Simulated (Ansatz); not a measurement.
# CH₆OSn: small, medium and large basis sets

Aim: see how fast density functionals converge with the basis set for CH₆OSn.

The runs use Ansatz 0.2.0, Gaussian basis; one geometry, several basis sets.

The runs, in order: PBE0-D4/def2-SVP; ωB97M-V/def2-SVP; PBE0-D4/def2-QZVPP; ωB97M-V/def2-QZVPP; the functionals' def2-TZVPP values are taken from earlier runs.

## 1. Structure used throughout

All runs share one geometry, relaxed beforehand with PBE0-D4 in a triple-zeta def2 set. Sn takes the def2 core potential; no spin-orbit term is included.

SMILES `O[CH2][SnH3]`, 9 atoms, charge 0, spin multiplicity 1.

Atoms are counted from 1 here; the program's logs count them from 0.

Bond lengths: O1–C2 1.413 Å, O1–H4 0.960 Å, C2–Sn3 2.175 Å, C2–H5 1.091 Å, C2–H6 1.096 Å, Sn3–H7 1.714 Å, Sn3–H8 1.711 Å, Sn3–H9 1.707 Å. Angles: C2–O1–H4 108.8°, O1–C2–Sn3 112.6°, O1–C2–H5 106.6°, O1–C2–H6 112.2°, Sn3–C2–H5 108.3°, Sn3–C2–H6 109.6°, H5–C2–H6 107.3°, C2–Sn3–H7 107.0°, C2–Sn3–H8 111.7°, C2–Sn3–H9 110.7°, H7–Sn3–H8 109.0°, H7–Sn3–H9 108.8°, H8–Sn3–H9 109.4°.

## 2. PBE0-D4 in def2-SVP

in.yaml reads:

```yaml
crystal:
  periodic: [false, false, false]
  atoms:
    - {symbol: O, position_ang: [-1.412247, 1.040861, -0.629318]}
    - {symbol: C, position_ang: [-0.013650, 0.868809, -0.520110]}
    - {symbol: Sn, position_ang: [0.524505, -0.843560, 0.707381]}
    - {symbol: H, position_ang: [-1.781730, 0.286727, -1.094589]}
    - {symbol: H, position_ang: [0.375185, 1.768411, -0.041718]}
    - {symbol: H, position_ang: [0.470420, 0.785500, -1.500159]}
    - {symbol: H, position_ang: [-0.405908, -2.170216, 0.149911]}
    - {symbol: H, position_ang: [2.185593, -1.227844, 0.565299]}
    - {symbol: H, position_ang: [0.146234, -0.554887, 2.346403]}
basis:
  gaussian: {orbitals: def2-SVP}
hamiltonian: {xc: pbe0, dispersion: d4}
output: {orbitals: {seedname: orbitals}}
```

On the command line:

```sh
ansatz run in.yaml --threads 2 --pin off --events-out ev --progress --plain --max-ram 4352MiB
```

After this run come: ωB97M-V in def2-SVP; PBE0-D4 in def2-QZVPP; ωB97M-V in def2-QZVPP.

Q: Predict the results of all the runs planned. Wanted: PBE0-D4: double and triple zeta above quadruple; ωB97M-V: double and triple zeta above quadruple.

As calculated:

```
                                       quantity          value
PBE0-D4: double and triple zeta above quadruple  4.33, 0.25 eV
ωB97M-V: double and triple zeta above quadruple  4.52, 0.25 eV
```

What this shows: PBE0-D4 gains 4.08 eV from double to triple zeta, then 0.25 eV more. These are total energies; as a rule much of such shifts cancels in differences, which this series doesn't test. The LUMO of ωB97M-V is positive and keeps falling with the basis (2.22 to 1.11 eV): an unbound level that the basis holds in place.
